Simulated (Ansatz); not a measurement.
# C2H7AlSSi: the cost of one run

Method: RKS PBE0-D4/STO-3G, in Ansatz 0.2.0.

## 1. The system as given

Bond lengths: Si1–Al2 2.298 Å, Al2–C3 1.967 Å, Al2–C4 2.059 Å, C3–C4 1.587 Å, C4–S5 1.794 Å, Si1–H6 1.522 Å, Si1–H7 1.451 Å, Si1–H8 1.511 Å, C3–H9 1.061 Å, C3–H10 1.145 Å, C4–H11 1.092 Å, S5–H12 1.429 Å. Angles (14 of 22 angles, heavy atoms first): Si1–Al2–C3 150.0°, Si1–Al2–C4 150.0°, C3–Al2–C4 46.4°, Al2–C3–C4 69.9°, Al2–C4–C3 63.8°, Al2–C4–S5 111.6°, C3–C4–S5 112.5°, Al2–Si1–H6 110.7°, Al2–Si1–H7 111.9°, Al2–Si1–H8 110.3°, Al2–C3–H9 119.2°, Al2–C3–H10 116.2°, C4–C3–H9 113.3°, C4–C3–H10 110.7°.

Coordinates:

```xyz
12

Si   -2.3508    1.0118    0.4312
Al   -0.4165   -0.0788   -0.1603
C     0.7875   -1.6247    0.0118
C     1.6284   -0.2790   -0.0309
S     2.4201   -0.0154   -1.6192
H    -3.1344    1.4281   -0.8049
H    -3.2067    0.1853    1.2618
H    -2.0262    2.2965    1.1580
H     0.9512   -2.2499   -0.8302
H     0.8470   -2.1058    1.0492
H     2.0719   -0.0111    0.9300
H     2.5055    1.3879   -1.3625
```

## 2. Relaxing the start

input.yaml

```yaml
crystal:
  periodic: [false, false, false]
  atoms:
    - { symbol: Si, position_ang: [-2.3508, 1.0118, 0.4312] }
    - { symbol: Al, position_ang: [-0.4165, -0.0788, -0.1603] }
    - { symbol: C, position_ang: [0.7875, -1.6247, 0.0118] }
    - { symbol: C, position_ang: [1.6284, -0.279, -0.0309] }
    - { symbol: S, position_ang: [2.4201, -0.0154, -1.6192] }
    - { symbol: H, position_ang: [-3.1344, 1.4281, -0.8049] }
    - { symbol: H, position_ang: [-3.2067, 0.1853, 1.2618] }
    - { symbol: H, position_ang: [-2.0262, 2.2965, 1.158] }
    - { symbol: H, position_ang: [0.9512, -2.2499, -0.8302] }
    - { symbol: H, position_ang: [0.847, -2.1058, 1.0492] }
    - { symbol: H, position_ang: [2.0719, -0.0111, 0.93] }
    - { symbol: H, position_ang: [2.5055, 1.3879, -1.3625] }
basis:
  gaussian: { orbitals: STO-3G }
hamiltonian:
  xc: pbe0
  dispersion: d4
relax:
  f_tol: 0.02
  max_steps: 40
scf:
  lower_state_search: "off"
```

Launch:

```bash
$ ansatz run input.yaml --threads 1 --pin off --max-ram 2048MiB --backend cpu --events-out ev --progress --plain --runs-dir out
```

Q: Estimate wall time and peak memory on 1 thread of AMD EPYC (Zen 3), shared host.

About 61 s, with a peak of 0.15 GiB.
